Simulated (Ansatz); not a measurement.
## CH5GeN, SMILES N=[CH][GeH3]: an atomisation energy, step by step

Program: the Ansatz DFT code, driven from Python.

The cells in order, each with its output:

```python
from collections import Counter

import ansatz as az
```

```python
def energy_of(molecule, charge=0, unpaired=0):
    calc = (
        molecule.calculation()
        .basis(gaussian='6-31G*')
        .functional('hf')
    )
    if charge:
        calc = calc.charge(charge)
    if unpaired:
        calc = calc.spin('collinear', total=unpaired)
    report = calc.run().report
    if report['published_state_doubts']:
        print('  doubts:', report['published_state_doubts'])
    return report['free_energy_ev']
```

```python
GEOMETRY = '''
N    -1.41380    0.35670   -1.04220
C    -0.22670    0.60210   -0.79430
Ge    0.61800   -0.33500    0.62610
H    -1.94550   -0.25790   -0.50820
H     0.34380    1.30850   -1.40410
H    -0.06190    0.00330    1.97650
H     0.60610   -1.85940    0.37630
H     2.17210    0.12460    0.71390
'''
```

```python
geometry = az.Crystal.molecule()
for line in GEOMETRY.strip().splitlines():
    symbol, *xyz = line.split()
    geometry = geometry.atom(symbol, [float(v) for v in xyz])
```

```python
unpaired = {'N': 3, 'C': 2, 'Ge': 2, 'H': 1}
counts = Counter(site.symbol for site in geometry.cartesian_sites)
atom_energy = {s: energy_of(az.Crystal.molecule().atom(s, (0, 0, 0)), 0, unpaired[s]) for s in counts}
whole = energy_of(geometry, 0, 0)
for s, e in atom_energy.items():
    print(f'{s:2s} x{counts[s]}  {e:14.5f} eV')
print(f'CH5GeN: {whole:.5f} eV')
split = sum(counts[s] * e for s, e in atom_energy.items()) - whole
print(f'atomisation energy (no zero-point term): {23.060548 * split:.1f} kcal/mol, {split / sum(counts.values()):.3f} eV an atom')
```

    N  x1     -1479.90327 eV
    C  x1     -1025.34844 eV
    Ge x1    -56464.65567 eV
    H  x5       -13.55761 eV
    CH5GeN: -59055.28053 eV
    atomisation energy (no zero-point term): 405.5 kcal/mol, 2.198 eV an atom

405.5 kcal/mol from the electronic energies, without the zero-point term.

Caveats:
- Total energies depend on the basis set; only differences at equal settings carry meaning.
- The geometry is a force-field or estimated start, not a minimum of this method, and the basis set is short of its limit. All parts are taken at fixed geometry, without zero-point energy.
- Hartree-Fock leaves correlation out, so bond, atomisation and ionisation energies come out well too low.
- Finished in 1.7 s on 1 thread of Arm Neoverse V1 (shared host), peak memory 0.18 GiB.
